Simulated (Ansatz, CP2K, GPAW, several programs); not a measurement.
SrTiO3 (Pm-3m): methods side by side

SrTiO3 (Pm-3m) from a database structure, relaxed with r2SCAN in Ansatz, was computed with several methods. Space group Pm-3m (No. 221), cubic; a = 3.907 Å in the conventional setting, 11.93 Å³ an atom. Sr has 12 O at 2.76 Å; Ti has 6 O at 1.95 Å; O has 2 Ti at 1.95 Å and 4 Sr at 2.76 Å. (Simulation; spin polarisation is off.)

```
Sr Ti O
1.0
     3.90685    0.00000    0.00000
     0.00000    3.90685    0.00000
     0.00000    0.00000    3.90685
Sr Ti O
1 1 3
Direct
  0.00000 0.00000 0.00000
  0.50000 0.50000 0.50000
  0.50000 0.00000 0.50000
  0.50000 0.50000 0.00000
  0.00000 0.50000 0.50000
```

Gaps and times are for a single point on this cell; volume and bulk modulus come from each method's own relaxation or energy curve at fixed shape. Times are rough, from shared hosts (Arm Neoverse V2), and each method has its own mesh and cell size. Gaps from k meshes are read at a limited set of points (mesh, symmetry points, PBE's band edges), so each method's own least gap may be somewhat smaller. Minimal bases can be far off for gaps. GLLB-SC's gap includes the derivative discontinuity. d marks a direct gap, i an indirect one (no mark: not told apart), a dash a value that wasn't computed or didn't pass its checks.

```csv
method,kind,gap (eV),own volume (Å³/atom),bulk modulus (GPa),atoms computed,processor time
light PBE (260 eV and a coarse mesh),light plane-wave,1.49 i,–,–,5,0.72 s
PBE,semilocal,1.88 i,12.20,170,5,2.1 s
r2SCAN,semilocal,2.26 i,11.93,189,5,5.4 s
PBE/SZV (CP2K),small basis,1.29 i,12.80,170,5,9.1 s
GLLB-SC (GPAW),model potential,3.90,–,–,5,11 s
PBE/DZVP (CP2K),small basis,1.79 i,12.25,175,5,27 s
```

Against r2SCAN (2.26 eV) and with closed or daggered gaps left aside, the nearest gap at the points sampled is that of PBE (-0.38 eV) and the farthest that of GLLB-SC (GPAW) (+1.64 eV). r2SCAN is only a yardstick of convenience: semilocal gaps usually lie below measured ones, which GLLB-SC and hybrids aim to mend.

Volumes against r2SCAN's: PBE +2.3 %, PBE/SZV (CP2K) +7.3 %, PBE/DZVP (CP2K) +2.7 %.
